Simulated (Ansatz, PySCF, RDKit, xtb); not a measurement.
# C4H11BSi: which of the isomers drawn lies lowest?

A sample of isomers of C4H11BSi is drawn. Aim: find which of them has the lowest free energy at 298.15 K, then its properties. The sample is small against all isomers, and the most stable one of this formula need not be in it.

Plan: many cheap relaxations first (GFN2-xTB), then density-functional screening, relaxation at B3LYP/def2-SVP, vibrations (at GFN2-xTB) and a final energy. The numbers are computed, not measured.

### Step 1. Drawing up candidates

Isomers were taken from a list of plausible structures; this is a sample, not all of them. That gives 5 candidates.

| label | SMILES | spin |
| --- | --- | --- |
| c233 | B[Si@@H](C)CC=C | singlet |
| c292 | BC[Si@@H](C)C=C | singlet |
| c355 | B[Si](C)(C)C=C | singlet |
| c494 | BC[SiH2]CC=C | singlet |
| c883 | B[C@@H](C=C)[SiH2]C | singlet |

Candidates are built by distance geometry, with a force field where one applies, in up to four conformers (letters a to d).

**Question.** With final energies at CCSD(T)/def2-SVP + MP2/def2-TZVPP - MP2/def2-SVP, which structure will this search put lowest in free energy, and by what margin?

| quantity | value |
| --- | --- |
| lowest structure found | BC[Si@@H](C)C=C, singlet |
| next finalist | B[C@@H](C=C)[SiH2]C, singlet, 6.8 kcal/mol higher in G |
| share at equilibrium, among the finalists | 100.0 % |
| dipole moment (PBE0/def2-SVPD) | 0.84 D |
| HOMO energy (PBE0/def2-SVPD) | -7.87 eV |
| LUMO energy (PBE0/def2-SVPD) | -1.24 eV |
| HOMO–LUMO gap (PBE0/def2-SVPD) | 6.62 eV |
| lowest excitation (TD-PBE0/def2-SVPD) | 5.67 eV (f = 0.043) |
| strongest of the states computed, same level | 6.98 eV (f = 0.253) |
| lowest triplet excitation, same level, Tamm-Dancoff | 4.16 eV |
| vertical ionisation energy | 9.71 eV |
| vertical electron affinity | -0.34 eV (unbound: the value depends on the basis) |
| vertical triplet less singlet | +4.10 eV |

`BC[Si@@H](C)C=C` comes out lowest. Among the finalists first place is clear (6.8 kcal/mol); structures outside the list aren't covered. HF/STO-3G, r2SCAN-D4/def2-SVP, B3LYP/def2-SVP, HF/def2-SVP and MP2/def2-SVP already put its bonding pattern lowest among the structures in one piece; GFN2-xTB favours the singlet B[C@@H](C=C)[SiH2]C. 8 minima inside the window were never screened. Lowest found is not proven lowest: the search is finite, and each finalist counts with one conformer. Only 5 drawn patterns were tried, so whole families of isomers are missing, and the result ranks this sample alone. The lowest isomer need not be the one that is made and kept in a bottle, which depends on barriers.
